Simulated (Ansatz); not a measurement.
What does this script print? It uses Ansatz's Python interface.

`bareo3.vasp`
```text
BaReO3
1.0
   4.06473200    0.00000000    0.00000000
   0.00000000    4.06473200    0.00000000
   0.00000000    0.00000000    4.06473200
Ba Re O
1 1 3
Direct
   0.00000000    0.00000000    0.00000000
   0.50000000    0.50000000    0.50000000
   0.50000000    0.50000000    0.00000000
   0.50000000    0.00000000    0.50000000
   0.00000000    0.50000000    0.50000000
```

Script `bareo3.py`:
```python
"""Convergence of BaReO3 with the plane-wave cutoff."""

from dataclasses import dataclass
import warnings

import ansatz as az
from ase.io import read
from tabulate import tabulate


@dataclass(frozen=True)
class RunConfig:
    kgrid: tuple[int, ...] = (6, 6, 6)
    filling: str = "Fermi-Dirac"
    width_ev: float = 0.1


cfg = RunConfig()


def main() -> None:
    warnings.simplefilter("ignore", az.DeckWarning)

    atoms = read("bareo3.vasp", format="vasp")
    crystal = az.Crystal.from_ase(atoms)

    calc = (
        crystal.calculation()
        .kpoints(*cfg.kgrid)
        .functional(az.Functional.LDA)
        .occupations(cfg.filling, width=cfg.width_ev)
    )

    rows = []
    for value in [250, 300, 350, 400, 450]:
        rep = calc.basis(value).run(threads=1).report
        rows.append((value, rep["free_energy_ev"] / len(rep["lattice"]["sites"]), rep["n_iterations"], rep["n_pw"]))

    print(tabulate(rows, headers=["cutoff (eV)", "F/atom (eV)", "iterations", "plane waves"], floatfmt=".4f", tablefmt="grid"))

    # the last row is the reference
    for row in rows[:-1]:
        shift = 1000 * (row[1] - rows[-1][1])
        print(f"{row[0]}: {shift:+.2f} meV/atom" + ("  (within 1 meV)" if abs(shift) < 1 else ""))


if __name__ == "__main__":
    main()
```

```console
$ python bareo3.py
+---------------+---------------+--------------+---------------+
|   cutoff (eV) |   F/atom (eV) |   iterations |   plane waves |
+===============+===============+==============+===============+
|           250 |    -3609.8554 |            7 |           619 |
+---------------+---------------+--------------+---------------+
|           300 |    -3610.8945 |            7 |           751 |
+---------------+---------------+--------------+---------------+
|           350 |    -3611.1711 |            7 |          1021 |
+---------------+---------------+--------------+---------------+
|           400 |    -3611.2307 |            7 |          1213 |
+---------------+---------------+--------------+---------------+
|           450 |    -3611.2410 |            7 |          1419 |
+---------------+---------------+--------------+---------------+
250: +1385.69 meV/atom
300: +346.52 meV/atom
350: +69.96 meV/atom
400: +10.36 meV/atom
```

What to keep in mind:
- The cell holds an odd number of electrons and is run without spin, so a magnetic state may lie lower.
- The mesh is modest for a metal, so energies can be off by several to tens of meV an atom and pressures by half a GPa or more; differences at equal mesh fare better.
- Spin-orbit coupling, which matters for elements this heavy, is left out.
- This cell is a computed structure, which may not be the phase found in nature.
- Shifts are counted from the last row, which is itself no proven limit.
- The script silences the warnings on its input, which a real study should read.
- Finished in 10 s on 1 thread of Arm Neoverse V1 (shared host), peak memory 0.47 GiB.

(Lines on the test bed's own set-up are left out of the output.)
